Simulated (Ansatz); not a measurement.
# C2H2Br− (SMILES C=[C-]Br): one structure at several levels

The atoms stand at a structure displaced at random from a GFN2-xTB minimum. How far do the functionals agree with CCSD(T) there?

Computed with Ansatz 0.2.0, Gaussian basis. Level: single points in def2-TZVPPD.

Correlated methods freeze the cores. Filled d shells of the heavier atoms are correlated.

## (1) The starting structure

SMILES `C=[C-]Br`, 5 atoms, charge -1, spin multiplicity 1.

Atoms are counted from 1 here; the program's logs count them from 0.

Bond lengths: C1–C2 1.390 Å, C1–H4 1.158 Å, C1–H5 0.934 Å, C2–Br3 2.135 Å. Angles: C2–C1–H4 121.2°, C2–C1–H5 120.8°, H4–C1–H5 117.1°, C1–C2–Br3 114.6°.

As a file:

```tsv
atom	x (Å)	y (Å)	z (Å)
C1	0.59390	-0.26310	-0.14000
C2	-0.66560	-0.70620	0.24670
Br3	-2.07020	0.85030	0.64770
H4	0.87910	0.85820	-0.08580
H5	1.28460	-0.87010	-0.30350
```

## (2) CCSD(T)/def2-TZVPPD

File run/in.yaml:

```yaml
crystal:
  periodic: [false, false, false]
  atoms:
    - {symbol: C, position_ang: [0.593900, -0.263100, -0.140000]}
    - {symbol: C, position_ang: [-0.665600, -0.706200, 0.246700]}
    - {symbol: Br, position_ang: [-2.070200, 0.850300, 0.647700]}
    - {symbol: H, position_ang: [0.879100, 0.858200, -0.085800]}
    - {symbol: H, position_ang: [1.284600, -0.870100, -0.303500]}
basis:
  gaussian: {orbitals: "def2-TZVPPD.json"}
total_charge: -1
correlation: {method: ccsd_t}
output: {forces: true}
```

The basis file named in the input lies beside it (Basis Set Exchange, JSON).

The command line of these runs was not kept.

## (3) PBE0-D4/def2-TZVPPD

run/in.yaml: that of step 2 with these lines changed.

```diff
@@ -11,3 +11,3 @@
 total_charge: -1
-correlation: {method: ccsd_t}
-output: {forces: true}
+hamiltonian: {xc: pbe0, dispersion: d4}
+output: {forces: true, orbitals: {seedname: orbitals}}
```

## (4) wB97M-V/def2-TZVPPD

run/in.yaml: that of step 3 with these lines changed.

```diff
@@ -11,3 +11,3 @@
 total_charge: -1
-hamiltonian: {xc: pbe0, dispersion: d4}
-output: {forces: true, orbitals: {seedname: orbitals}}
+hamiltonian: {xc: {name: wB97M-V}}
+output: {forces: true}
```

## (5) r2SCAN-D4/def2-TZVPPD

run/in.yaml: that of step 4 with these lines changed.

```diff
@@ -11,3 +11,3 @@
 total_charge: -1
-hamiltonian: {xc: {name: wB97M-V}}
+hamiltonian: {xc: r2scan, dispersion: d4}
 output: {forces: true}
```

## (6) PBE-D4/def2-TZVPPD

run/in.yaml: that of step 5 with these lines changed.

```diff
@@ -11,3 +11,3 @@
 total_charge: -1
-hamiltonian: {xc: r2scan, dispersion: d4}
+hamiltonian: {xc: pbe, dispersion: d4}
 output: {forces: true}
```

## (7) revPBE-D4/def2-TZVPPD

run/in.yaml: that of step 6 with these lines changed.

```diff
@@ -11,3 +11,3 @@
 total_charge: -1
-hamiltonian: {xc: pbe, dispersion: d4}
+hamiltonian: {xc: {name: revPBE}, dispersion: d4}
 output: {forces: true}
```

## (8) CAM-B3LYP-D4/def2-TZVPPD

run/in.yaml: that of step 7 with these lines changed.

```diff
@@ -11,3 +11,3 @@
 total_charge: -1
-hamiltonian: {xc: {name: revPBE}, dispersion: d4}
+hamiltonian: {xc: {name: CAM-B3LYP}, dispersion: d4}
 output: {forces: true}
```

(Steps that only read results are left out.)

Q: Predict the outcome of this session. Wanted: RMS force component; RMS force error; HOMO and LUMO, PBE0-D4; T1 diagnostic.

As calculated:

| quantity | value |
| --- | --- |
| RMS force component | 3.600 to 3.705 eV/Å over the methods |
| RMS force error | PBE0-D4 0.288, wB97M-V 0.310, r2SCAN-D4 0.242, PBE-D4 0.185, revPBE-D4 0.157, CAM-B3LYP-D4 0.387 eV/Å |
| HOMO and LUMO, PBE0-D4 | -0.61 and 3.81 eV |
| T1 diagnostic | 0.014 |

In words: For forces revPBE-D4 does best and CAM-B3LYP-D4 worst. Frozen-core CCSD(T) forces in triple zeta carry basis errors of their own, and this is one geometry, so small gaps rank nothing.
